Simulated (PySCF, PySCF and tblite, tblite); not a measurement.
**C₃H₆GeN₂: a path driven as a shift of bonds, and NMR exchange**

Aim: the barrier and rate of a shift of bonds in C₃H₆GeN₂ (`[GeH3][n]1cccn1`), and what it does to NMR lines.

Computed with tblite 0.8.0 (tight binding) and PySCF 2.14.0 (DFT, with response routines of our own); each step states its level. Atoms count from 0 throughout.

## Step 1: The molecule as given

12 atoms, charge 0, multiplicity 1; geometry from: force field or distance geometry start.

Bonds of the start (Å): C2–C3 1.39, C2–H9 1.07, C3–C4 1.39, C3–H10 1.07, C4–H11 1.09, C4–N5 1.34, Ge0–H6 1.56, Ge0–H7 1.55, Ge0–H8 1.55, Ge0–N1 1.87, N1–C2 1.34, N1–N5 1.32.

## Step 2: GFN2-xTB relaxation, start minimum

Job settings and geometry (Å):

```
{"job": {"xc": "GFN2-xTB", "basis": "xTB", "kind": "relax"}, "charge": 0, "multiplicity": 1}
Ge     1.190100     0.833200     2.146200
N      0.755400     0.429800     0.368400
C      1.454200     0.823600    -0.701800
C      0.782300     0.380700    -1.833700
C     -0.321400    -0.301000    -1.325700
N     -0.322400    -0.248600     0.010600
H      0.516800     2.184200     2.530800
H      0.664400    -0.283800     3.080800
H      2.724500     0.954300     2.297200
H      2.350400     1.412000    -0.679800
H      1.057200     0.517200    -2.862100
H     -1.087000    -0.792500    -1.921000
```

Launch:

```
> OMP_NUM_THREADS=1 python ens_run.py task.json out
```

One launch serves the whole session.

Standard output:

```text
step      E/eV     max force
  0    -468.91794    1.425
  1    -468.98133    0.608
  2    -469.01074    0.519
  3    -469.03619    0.555
  4    -469.05016    0.540
  5    -469.06607    0.344
  6    -469.07372    0.227
  7    -469.08036    0.235
  8    -469.08550    0.328
  9    -469.09057    0.314
 10    -469.09447    0.221
 11    -469.09789    0.135
 12    -469.10025    0.128
 13    -469.10171    0.106
 14    -469.10294    0.098
 15    -469.10448    0.110
 16    -469.10620    0.123
 17    -469.10764    0.093
 18    -469.10870    0.097
 19    -469.10977    0.116
 20    -469.11135    0.169
 21    -469.11352    0.196
 22    -469.11605    0.165
 23    -469.11857    0.196
 24    -469.12075    0.205
 25    -469.12223    0.129
 26    -469.12292    0.053
 27    -469.12320    0.048
 28    -469.12341    0.045
 29    -469.12373    0.064
 30    -469.12412    0.062
 31    -469.12438    0.031
 32    -469.12448    0.022
 33    -469.12451    0.021
 34    -469.12455    0.020
 35    -469.12460    0.019
 36    -469.12464    0.016
 37    -469.12467    0.014
 38    -469.12468    0.011
 39    -469.12470    0.008
 40    -469.12470    0.008
 41    -469.12471    0.009
 42    -469.12472    0.011
 43    -469.12474    0.014
 44    -469.12476    0.017
 45    -469.12480    0.017
 46    -469.12483    0.021
 47    -469.12487    0.024
 48    -469.12492    0.027
 49    -469.12499    0.026
 50    -469.12509    0.029
 51    -469.12520    0.033
 52    -469.12530    0.029
 53    -469.12540    0.024
 54    -469.12548    0.024
 55    -469.12555    0.028
 56    -469.12563    0.028
 57    -469.12573    0.029
 58    -469.12585    0.040
 59    -469.12598    0.035
 60    -469.12608    0.024
 61    -469.12615    0.018
 62    -469.12618    0.022
 63    -469.12621    0.024
 64    -469.12626    0.021
 65    -469.12633    0.025
 66    -469.12643    0.029
 67    -469.12654    0.031
 68    -469.12666    0.031
 69    -469.12678    0.033
 70    -469.12695    0.048
 71    -469.12719    0.059
 72    -469.12759    0.061
 73    -469.12804    0.077
 74    -469.12862    0.081
 75    -469.12908    0.066
 76    -469.12946    0.046
 77    -469.12971    0.045
 78    -469.13007    0.049
 79    -469.13030    0.042
 80    -469.13045    0.024
 81    -469.13050    0.013
 82    -469.13054    0.022
 83    -469.13057    0.019
 84    -469.13062    0.013
 85    -469.13067    0.016
 86    -469.13073    0.024
 87    -469.13076    0.021
 88    -469.13078    0.011
 89    -469.13080    0.010
 90    -469.13080    0.009
 91    -469.13081    0.009
 92    -469.13082    0.008
 93    -469.13083    0.009
 94    -469.13084    0.005
 95    -469.13084    0.003
 96    -469.13084    0.002
```

Run time: 0.5 s. Hardware: 1 thread of Arm Neoverse V1, shared host.

Gain 0.213 eV; displacement 0.35 Å root mean square.

## Step 3: Relaxed scan, to the middle

Job settings and geometry (Å):

```
{"job": {"xc": "GFN2-xTB", "basis": "xTB", "coordinate": [["d", [0, 1], 1], ["d", [0, 5], -1]], "kind": "drive"}, "charge": 0, "multiplicity": 1}
Ge     1.136099     0.818490     2.150365
N      0.918337     0.558830     0.346876
C      1.612577     0.730863    -0.796488
C      0.815668     0.310437    -1.832134
C     -0.370025    -0.110257    -1.213327
N     -0.294913     0.044102     0.091003
H      0.064080     1.764996     2.564106
H      0.978059    -0.519970     2.782701
H      2.506853     1.385546     2.345343
H      2.607485     1.133739    -0.783220
H      1.045511     0.304253    -2.878086
H     -1.255198    -0.511930    -1.667293
```

Standard output:

```text
point  coordinate     E/eV
  0     -0.647     -469.10911
  1     -0.502     -469.04575
  2     -0.355     -468.94345
  3     -0.201     -468.81296
  4     -0.032     -468.68132
```

Wall time 0.55 s (1 thread of Arm Neoverse V1, shared host).

The highest point is number 4, 9.9 kcal/mol above the first.

## Step 4: Relaxed scan, from the middle, back

Job settings and geometry (Å):

```
{"job": {"xc": "GFN2-xTB", "basis": "xTB", "coordinate": [["d", [0, 1], 1], ["d", [0, 5], -1]], "kind": "drive"}, "charge": 0, "multiplicity": 1}
Ge     0.884986     0.709578     2.097445
N      1.431877     0.744572     0.202954
C      1.805007     0.782888    -1.070354
C      0.764638     0.295965    -1.844615
C     -0.243770    -0.029516    -0.944118
N      0.173860     0.246732     0.282200
H     -0.222355     1.676740     2.383939
H      0.721714    -0.686529     2.615256
H      2.164825     1.280999     2.710973
H      2.772189     1.145834    -1.359825
H      0.746110     0.193751    -2.910414
H     -1.219523    -0.437745    -1.125354
```

Standard output:

```text
point  coordinate     E/eV
  0     -0.169     -468.78532
  1     -0.264     -468.86749
  2     -0.356     -468.94352
  3     -0.444     -469.00896
  4     -0.532     -469.06138
  5     -0.617     -469.09943
  6     -0.704     -469.12266
  7     -0.789     -469.13065
```

It took 0.74 s on 1 thread of Arm Neoverse V1, shared host.

## Step 5: Relaxed scan, from the middle, on

job is that of step 4.

Standard output:

```text
point  coordinate     E/eV
  0      0.052     -468.63804
  1      0.184     -468.62404
  2      0.319     -468.69710
  3      0.436     -468.81811
  4      0.536     -468.93131
  5      0.627     -469.02035
  6      0.713     -469.08155
  7      0.799     -469.11342
```

It took 0.72 s on 1 thread of Arm Neoverse V1, shared host.

The highest point is number 1, 0.3 kcal/mol above the first.

## Step 6: Nudged elastic band, leg 1

Job settings and geometry (Å):

```
{"job": {"xc": "GFN2-xTB", "basis": "xTB", "kind": "neb"}, "charge": 0, "multiplicity": 1}
Ge     1.153062     0.812531     2.138336
N      0.923895     0.554898     0.335866
C      1.609805     0.730421    -0.812042
C      0.804861     0.314295    -1.843259
C     -0.376792    -0.107037    -1.217197
N     -0.291846     0.042512     0.087098
H      0.086749     1.762616     2.559258
H      0.993388    -0.525726     2.770431
H      2.526836     1.374891     2.325841
H      2.605067     1.132686    -0.805061
H      1.027145     0.311254    -2.890906
H     -1.265966    -0.505355    -1.666296
```

Standard output:

```text
image   E - E0 / eV
  0       0.0000
  1       0.1085
  2       0.5111
  3       0.1933
  4       0.0138
  5       0.0070
  6      -0.0000
```

Wall time 1 s (1 thread of Arm Neoverse V1, shared host); peak memory 0.19 GiB.

The highest point is number 2, 11.8 kcal/mol above the first.

## Step 7: Saddle search, leg 1

Job settings and geometry (Å):

```
{"job": {"xc": "GFN2-xTB", "basis": "xTB", "kind": "saddle"}, "charge": 0, "multiplicity": 1}
Ge     0.003520     0.184500     2.026619
N      0.728638     0.300229     0.066578
C      1.022219     0.302489    -1.225331
C     -0.058964    -0.198749    -1.939365
C     -1.018436    -0.500573    -0.986601
N     -0.526757    -0.194167     0.208781
H     -1.107685     1.136461     2.376111
H     -0.187396    -1.198235     2.587514
H      1.308237     0.745832     2.563752
H      1.971334     0.654616    -1.578750
H     -0.130648    -0.323637    -3.000310
H     -2.004061    -0.908766    -1.098998
```

Standard output:

```text
step      E/eV     max force
  0    -468.61978   0.0491
  1    -468.62040   0.0055
  2    -468.62070   0.0071
  3    -468.62190   0.0144
  4    -468.62658   0.0396
  5    -468.62423   0.0198
  6    -468.62751   0.0265
  7    -468.63164   0.0337
  8    -468.63655   0.0379
  9    -468.64208   0.0413
 10    -468.64757   0.0440
 11    -468.65350   0.0430
 12    -468.66211   0.0465
 13    -468.66982   0.0453
 14    -468.67794   0.0596
 15    -468.68325   0.1664
 16    -468.68092   0.0260
 17    -468.68409   0.0354
 18    -468.68589   0.0462
 19    -468.68643   0.0272
 20    -468.68647   0.0022
lowest wavenumbers (cm-1): -227.9 90.6 191.2 304.1 576.0 581.9
```

It took 2.1 s on 1 thread of Arm Neoverse V1, shared host; peak memory 0.19 GiB.

Point group Cs; 1 imaginary mode, 228i cm⁻¹, carried by N5, N1, H8, H7. Steps downhill from it reached both ends.

## Step 8: DFT refinement, start: PBE0-D3(BJ)/def2-SVP

Job settings and geometry (Å):

```
{"job": {"xc": "PBE0", "basis": "def2-SVP", "kind": "refine"}, "charge": 0, "multiplicity": 1}
Ge     1.136099     0.818490     2.150365
N      0.918337     0.558830     0.346876
C      1.612577     0.730863    -0.796488
C      0.815668     0.310437    -1.832134
C     -0.370025    -0.110257    -1.213327
N     -0.294913     0.044102     0.091003
H      0.064080     1.764996     2.564106
H      0.978059    -0.519970     2.782701
H      2.506853     1.385546     2.345343
H      2.607485     1.133739    -0.783220
H      1.045511     0.304253    -2.878086
H     -1.255198    -0.511930    -1.667293
```

Standard output:

```text
step      E/eV     max force
  0    -62680.48463   1.0000
  1    -62680.60570   0.2292
  2    -62680.61664   0.1041
  3    -62680.61719   0.1376
  4    -62680.61753   0.0765
  5    -62680.61822   0.0435
  6    -62680.61833   0.0086
```

It took 79 s on 1 thread of Arm Neoverse V1, shared host; peak memory 0.63 GiB.

The energy fell by 0.134 eV, and the atoms moved 0.11 Å (root mean square).

DFT refinement, saddle of leg 1: PBE0-D3(BJ)/def2-SVP:

Job settings and geometry (Å):

```
{"job": {"xc": "PBE0", "basis": "def2-SVP", "kind": "refine"}, "charge": 0, "multiplicity": 1}
Ge     0.065259     0.172856     1.982699
N      0.432709     0.615860     0.077665
C      0.893203     0.494723    -1.160030
C      0.006172    -0.278584    -1.895251
C     -0.989989    -0.640320    -0.999493
N     -0.731197    -0.085648     0.176875
H     -0.653872     1.421381     2.363936
H     -0.547054    -1.076059     2.592875
H      1.520953     0.168722     2.415909
H      1.803799     0.972367    -1.466085
H      0.066263    -0.525415    -2.935798
H     -1.866245    -1.239883    -1.153303
```

Standard output:

```text
step      E/eV     max force
  0    -62679.49728   0.8357
  1    -62679.63231   0.2690
  2    -62679.65406   0.4043
  3    -62679.66302   0.2279
  4    -62679.66524   0.1376
  5    -62679.65925   0.3469
  6    -62679.66596   0.0762
  7    -62679.66602   0.0227
  8    -62679.66603   0.0142
```

Run time: 1.7 min. Hardware: 1 thread of Arm Neoverse V1, shared host; peak memory 0.63 GiB.

The energy fell by 0.169 eV, and the atoms moved 0.16 Å (root mean square).

## Step 9: Shieldings, start: PBE0/pcSseg-1

Job settings and geometry (Å):

```
{"job": {"kind": "nmr", "xc": "PBE0", "basis": "pcSseg-1", "pop": false}, "charge": 0, "multiplicity": 1}
Ge     1.150736     0.826043     2.165477
N      0.804142     0.511452     0.354857
C      1.574476     0.717927    -0.747492
C      0.831998     0.316110    -1.838582
C     -0.390190    -0.123595    -1.280841
N     -0.394337    -0.001096     0.036750
H      0.112665     1.830689     2.674563
H      1.059313    -0.514467     2.899704
H      2.573325     1.404069     2.197832
H      2.579547     1.129642    -0.673820
H      1.127598     0.336379    -2.884750
H     -1.264742    -0.524057    -1.793854
```

Standard output:

```text
coarse grid: 48032 points
cycle   1  E = -2303.5723259464  dE =  2.791e-01  |g| = 8.973e-01  |ddm| = 3.372e+00
cycle   2  E = -2303.5384129729  dE =  3.391e-02  |g| = 9.388e-01  |ddm| = 1.042e+00
cycle   3  E = -2303.6327909562  dE = -9.438e-02  |g| = 1.723e-01  |ddm| = 6.749e-01
cycle   4  E = -2303.6380513716  dE = -5.260e-03  |g| = 8.882e-02  |ddm| = 1.887e-01
cycle   5  E = -2303.6396201289  dE = -1.569e-03  |g| = 8.252e-03  |ddm| = 6.442e-02
cycle   6  E = -2303.6396274118  dE = -7.283e-06  |g| = 5.466e-03  |ddm| = 9.401e-03
cycle   7  E = -2303.6396339566  dE = -6.545e-06  |g| = 1.193e-03  |ddm| = 4.994e-03
final grid: 100880 points
cycle   8  E = -2303.6396116728  dE =  7.548e-07  |g| = 2.183e-03  |ddm| = 2.965e-03
cycle   9  E = -2303.6396085099  dE =  3.163e-06  |g| = 4.311e-03  |ddm| = 5.102e-03
cycle  10  E = -2303.6396127729  dE = -4.263e-06  |g| = 2.067e-04  |ddm| = 3.355e-03
cycle  11  E = -2303.6396127818  dE = -8.921e-09  |g| = 3.846e-05  |ddm| = 1.664e-04
cycle  12  E = -2303.6396127821  dE = -2.769e-10  |g| = 1.282e-05  |ddm| = 3.501e-05
converged SCF energy = -2303.6396127821

GIAO shielding tensors (ppm)
atom      isotropic    diamagn.    paramagn.     s11        s22        s33       span
  0 Ge    1477.399    2754.457   -1277.058   1403.220   1419.165   1609.811    206.591
  1 N       38.528     333.206    -294.679    -68.435     46.284    137.734    206.169
  2 C       44.926     250.955    -206.029    -41.157     43.408    132.527    173.683
  3 C       73.287     260.570    -187.283     -5.656     65.182    160.335    165.991
  4 C       37.057     251.473    -214.417    -55.545     39.086    127.630    183.175
  5 N      -87.715     323.157    -410.872   -326.463   -113.474    176.792    503.255
  6 H       25.995      27.182      -1.186     19.706     21.611     36.668     16.962
  7 H       26.000      27.330      -1.330     19.710     21.611     36.677     16.967
  8 H       26.169      27.417      -1.248     19.163     22.806     36.538     17.376
  9 H       23.751      30.877      -7.126     20.653     23.230     27.371      6.718
 10 H       24.860      31.049      -6.189     22.721     24.989     26.870      4.150
 11 H       23.520      31.083      -7.563     21.025     24.465     25.069      4.044
```

Wall time 16 s (1 thread of Arm Neoverse V1, shared host); peak memory 0.75 GiB.

In short: HOMO -7.12 eV, LUMO 0.36 eV; dipole 2.22 D.

## Step 10: Shieldings, saddle of leg 1: PBE0/pcSseg-1

Job settings and geometry (Å):

```
{"job": {"kind": "nmr", "xc": "PBE0", "basis": "pcSseg-1", "pop": false}, "charge": 0, "multiplicity": 1}
Ge     0.061327     0.178067     1.969526
N      0.306987     0.823149     0.016125
C      0.882694     0.525012    -1.154665
C      0.054780    -0.354599    -1.856723
C     -1.012196    -0.614881    -0.993116
N     -0.863077     0.119304     0.115914
H     -0.620273     1.393035     2.596419
H     -0.538593    -1.161485     2.461544
H      1.576059     0.117664     2.284351
H      1.835105     0.967432    -1.443269
H      0.193099    -0.728054    -2.869078
H     -1.875913    -1.264642    -1.127026
```

Standard output:

```text
coarse grid: 48032 points
cycle   1  E = -2303.5441545045  dE =  2.843e-01  |g| = 8.869e-01  |ddm| = 3.380e+00
cycle   2  E = -2303.5219432160  dE =  2.221e-02  |g| = 8.997e-01  |ddm| = 9.227e-01
cycle   3  E = -2303.6004826843  dE = -7.854e-02  |g| = 1.277e-01  |ddm| = 6.001e-01
cycle   4  E = -2303.6023645101  dE = -1.882e-03  |g| = 8.913e-02  |ddm| = 1.834e-01
cycle   5  E = -2303.6041330403  dE = -1.769e-03  |g| = 9.518e-03  |ddm| = 6.986e-02
cycle   6  E = -2303.6041505924  dE = -1.755e-05  |g| = 3.362e-03  |ddm| = 1.006e-02
cycle   7  E = -2303.6041530955  dE = -2.503e-06  |g| = 6.103e-04  |ddm| = 2.835e-03
final grid: 100880 points
cycle   8  E = -2303.6041314287  dE =  2.092e-08  |g| = 7.747e-04  |ddm| = 1.672e-03
cycle   9  E = -2303.6041312681  dE =  1.606e-07  |g| = 1.171e-03  |ddm| = 1.363e-03
cycle  10  E = -2303.6041315580  dE = -2.899e-07  |g| = 1.621e-04  |ddm| = 8.367e-04
cycle  11  E = -2303.6041315639  dE = -5.877e-09  |g| = 2.299e-05  |ddm| = 1.375e-04
cycle  12  E = -2303.6041315640  dE = -1.260e-10  |g| = 4.023e-06  |ddm| = 2.886e-05
converged SCF energy = -2303.6041315640

GIAO shielding tensors (ppm)
atom      isotropic    diamagn.    paramagn.     s11        s22        s33       span
  0 Ge    1481.531    2752.683   -1271.152   1356.556   1450.882   1637.154    280.598
  1 N      -34.493     327.956    -362.449   -189.502   -101.354    187.376    376.877
  2 C       39.555     252.131    -212.576    -44.046     29.932    132.779    176.825
  3 C       65.888     258.949    -193.061    -21.681     53.987    165.358    187.039
  4 C       39.548     252.132    -212.585    -44.115     29.990    132.769    176.884
  5 N      -34.831     327.955    -362.786   -190.100   -101.555    187.160    377.260
  6 H       25.464      27.212      -1.748     20.235     20.860     35.296     15.060
  7 H       25.699      27.073      -1.374     17.902     22.676     36.519     18.617
  8 H       25.695      27.068      -1.373     17.901     22.664     36.519     18.618
  9 H       23.462      30.791      -7.328     20.818     23.761     25.808      4.990
 10 H       24.344      30.892      -6.547     21.894     25.330     25.809      3.915
 11 H       23.462      30.792      -7.330     20.820     23.760     25.806      4.986
```

Wall time 16 s (1 thread of Arm Neoverse V1, shared host); peak memory 0.75 GiB.

Key values: HOMO -7.56 eV, LUMO -0.17 eV; dipole 1.19 D.

## Step 11: Barriers, rates and exchange

Job settings and geometry (Å):

```
{"job": {"smiles": "[GeH3][n]1cccn1", "charge": 0, "mult": 1, "motion": "shift", "what": "1,2-shift in an azole", "atoms": [0, 1, 5], "drives": [{"terms": [["d", [0, 1], 1], ["d", [0, 5], -1]], "neg": true, "n": 14}], "study": "path", "level": {"kind": "nmr", "xc": "PBE0", "basis": "pcSseg-1"}, "fields": [60, 100, 900], "first": 3, "seed": 551, "refine": {"xc": "PBE0", "basis": "def2-SVP"}, "kind": "path"}, "charge": 0, "multiplicity": 1}
Ge     1.136099     0.818490     2.150365
N      0.918337     0.558830     0.346876
C      1.612577     0.730863    -0.796488
C      0.815668     0.310437    -1.832134
C     -0.370025    -0.110257    -1.213327
N     -0.294913     0.044102     0.091003
H      0.064080     1.764996     2.564106
H      0.978059    -0.519970     2.782701
H      2.506853     1.385546     2.345343
H      2.607485     1.133739    -0.783220
H      1.045511     0.304253    -2.878086
H     -1.255198    -0.511930    -1.667293
```

Standard output:

```text
stationary points (kcal/mol above the start)
  n  kind          group   xTB      DFT    lowest mode
  0  minimum      Cs       0.00     0.00      50.8
  1  saddle       Cs      10.25    22.21    -227.9
  2  minimum      Cs      -0.00     0.00      48.8

GFN2-xTB energies: T/K, barrier G, reaction G (kcal/mol), k forward, k back (1/s)
 150.00     9.90    -0.00     0.0237     0.0234
 200.00    10.03    -0.00       91.5       90.4
 250.00    10.18    -0.01   1.32e+04   1.31e+04
 298.15    10.33    -0.01   3.34e+05   3.29e+05
 350.00    10.50    -0.01   4.02e+06   3.98e+06
 400.00    10.68    -0.01   2.43e+07    2.4e+07
 500.00    11.06    -0.01   3.05e+08   3.02e+08

PBE0-D3(BJ)/def2-SVP energies: T/K, barrier G, reaction G (kcal/mol), k forward, k back (1/s)
 150.00    21.61    -0.00   2.03e-19   2.01e-19
 200.00    21.74    -0.00   1.45e-11   1.43e-11
 250.00    21.89    -0.01   7.63e-07   7.54e-07
 298.15    22.04    -0.01   0.000865   0.000855
 350.00    22.22    -0.01      0.195      0.193
 400.00    22.40    -0.01       9.67       9.56
 500.00    22.77    -0.01   2.32e+03   2.29e+03

PBE0/pcSseg-1 + D3(BJ) energies: T/K, barrier G, reaction G (kcal/mol), k forward, k back (1/s)
 150.00    21.86    -0.00   8.73e-20   8.63e-20
 200.00    21.99    -0.00    7.7e-12   7.61e-12
 250.00    22.14    -0.01   4.59e-07   4.54e-07
 298.15    22.29    -0.01   0.000565   0.000559
 350.00    22.47    -0.01      0.136      0.134
 400.00    22.65    -0.01       7.04       6.96
 500.00    23.02    -0.01    1.8e+03   1.78e+03
```

It took 3.7 min on 1 thread of Arm Neoverse V1, shared host; peak memory 0.75 GiB. This counts the whole study up to here.

Barriers by level (kcal/mol; entropies in cal/(mol K)). Zero-point and thermal terms come from xTB in every row. ΔG‡ leaves symmetry out; the rate counts equivalent paths (a factor of 2); effective ΔG‡, where given, is the barrier that would give that rate by Eyring's equation alone:

```
                 level    ΔE‡  with zero-point    ΔH‡   ΔS‡  ΔG‡ (298 K)  ΔE of reaction  k at 298 K (1/s)  effective ΔG‡
              GFN2-xTB  10.25             9.65   9.10  -4.1        10.33            0.00           3.3e+05           9.92
  PBE0-D3(BJ)/def2-SVP  21.96            21.37  20.81  -4.1        22.04            0.00           0.00086          21.63
PBE0/pcSseg-1 + D3(BJ)  22.21            21.62  21.06  -4.1        22.29            0.00           0.00056          21.88
```

Sites that the driver pairs across this motion, and where their lines would merge (no couplings; faster rotations or exchange between molecules can average them sooner):

```
nucleus  sites: shielding (ppm)  proton frequency (MHz)  spread (Hz)  coalescence (K)  lines at 298 K
    ¹⁵N     N1: 38.5; N5: -87.7                      60          768              499               2
    ¹⁵N     N1: 38.5; N5: -87.7                     100         1280              510               2
    ¹⁵N     N1: 38.5; N5: -87.7                     900        11521              568               2
    ¹³C      C2: 44.9; C4: 37.1                      60          119              460               2
    ¹³C      C2: 44.9; C4: 37.1                     100          198              470               2
    ¹³C      C2: 44.9; C4: 37.1                     900         1781              518               2
     ¹H   H9: 23.75; H11: 23.52                      60           14              422               2
     ¹H   H9: 23.75; H11: 23.52                     100           23              431               2
     ¹H   H9: 23.75; H11: 23.52                     900          208              471               2
```

## Step 12: What came out

| quantity | value |
| --- | --- |
| barrier (PBE0/pcSseg-1 + D3(BJ)) | ΔE‡ 22.2, ΔG‡(298 K) 22.3 kcal/mol |
| barrier (GFN2-xTB) | ΔE‡ 10.2 kcal/mol |
| rate at 298 K | 0.00056 s⁻¹ |
| end of the path | the start, renumbered or mirrored |
| coalescence of ¹³C C2 | 518 K at 900 MHz |

In words: DFT puts the top 22.2 kcal/mol above the start (xTB: 10.2); the rate from the DFT barrier is 0.00056 s⁻¹ at 298 K. An error of 1.4 kcal/mol changes that rate tenfold. The ¹³C lines of C2 and its partners, 1781 Hz apart at 900 MHz, merge at 518 K, so by this path alone the exchange at 298 K is slow for them; other paths were not followed.
